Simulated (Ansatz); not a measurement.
# CH₂AlNO: taking an electron away

How much energy removes an electron from CH₂AlNO at fixed geometry? The cation is run at each level and the neutral's energy taken from earlier runs.

The runs use Ansatz 0.2.0, Gaussian basis; unrestricted cation, the program's frozen cores in correlated methods.

Levels to be run: UKS PBE-D4/def2-TZVPP; UKS r2SCAN-D4/def2-TZVPP; UKS PBE0-D4/def2-TZVPP; UKS B3LYP-D4/def2-TZVPP; UKS wB97X-V/def2-TZVPP; UKS wB97M-V/def2-TZVPP; UKS B2PLYP/def2-TZVPP; UHF-CCSD(T)/def2-TZVPP; UHF-CCSD(T)/def2-QZVPP; extrapolation to the limit; then −ε(HOMO) from the neutral's earlier runs with LDA (SPW92), PBE-D4, revPBE-D4, BLYP-D4, r2SCAN-D4, B97M-V, PBE0-D4, B3LYP-D4, r2SCANh-D4, r2SCAN0-D4, HSE06-D4, BHLYP-D4, CAM-B3LYP-D4, LC-ωPBE, ωB97X-V, ωB97M-V.

## (1) Structure used throughout

The geometry comes from an earlier relaxation with PBE0-D4/def2-TZVP; it is a stationary point.

SMILES `O=C=[N][AlH2]`, 6 atoms, charge 0, spin multiplicity 1.

Atoms are counted from 1 here; the program's logs count them from 0.

Bond lengths: O1–C2 1.166 Å, C2–N3 1.196 Å, N3–Al4 1.770 Å, Al4–H5 1.575 Å, Al4–H6 1.575 Å. Angles: O1–C2–N3 180.0°, C2–N3–Al4 179.7°, N3–Al4–H5 117.5°, N3–Al4–H6 117.5°, H5–Al4–H6 125.0°.

## (2) Cation, UKS PBE-D4/def2-TZVPP

Input file in.yaml:

```yaml
crystal:
  periodic: [false, false, false]
  atoms:
    - {symbol: O, position_ang: [1.702251, -2.146667, 0.966292]}
    - {symbol: C, position_ang: [1.019684, -1.287664, 0.572523]}
    - {symbol: N, position_ang: [0.319596, -0.406854, 0.168291]}
    - {symbol: Al, position_ang: [-0.716086, 0.900750, -0.422488]}
    - {symbol: H, position_ang: [-1.263762, 0.785836, -1.894827]}
    - {symbol: H, position_ang: [-1.019683, 2.090499, 0.564109]}
basis:
  gaussian: {orbitals: def2-TZVPP}
total_charge: 1
magnetization: {spin_polarized: true, initial_magnetization: 1}
hamiltonian: {xc: pbe, dispersion: d4}
```

Command:

```bash
ansatz run in.yaml --threads 2 --pin off --events-out ev --progress --plain --max-ram 22528MiB --backend cpu
```

Further steps of the session: Cation, UKS r2SCAN-D4/def2-TZVPP; Cation, UKS PBE0-D4/def2-TZVPP; Cation, UKS B3LYP-D4/def2-TZVPP; Cation, UKS wB97X-V/def2-TZVPP; Cation, UKS wB97M-V/def2-TZVPP; Cation, UKS B2PLYP (frozen core)/def2-TZVPP; Cation, UHF-CCSD(T)/def2-TZVPP; Cation, UHF-CCSD(T)/def2-QZVPP.

Q: Predict the results of all the runs planned. Wanted: ionisation energy, CCSD(T)/CBS; nearest functional by difference; nearest −ε(HOMO); −ε(HOMO) of PBE; T1 of the cation.

**Answer**, as computed:

| quantity | value |
| --- | --- |
| ionisation energy, CCSD(T)/CBS | 11.04 eV |
| nearest functional by difference | ωB97X-V (-0.23 eV) |
| nearest −ε(HOMO) | LC-ωPBE (+0.00 eV) |
| −ε(HOMO) of PBE | 7.02 eV |
| T1 of the cation | 0.052 |

**Reading.** By cation minus neutral, the functionals miss by 0.96 eV at most. −ε(HOMO) of PBE misses by 4.0 eV, since self-interaction lifts the level. Among orbital estimates LC-ωPBE comes nearest. Hartree-Fock falls 1.23 eV short, as the neutral has more correlation energy than the cation. The cation's T1 (from the report) is 0.052, above the customary mark of 0.045 for open shells, so the coupled-cluster value is less safe.
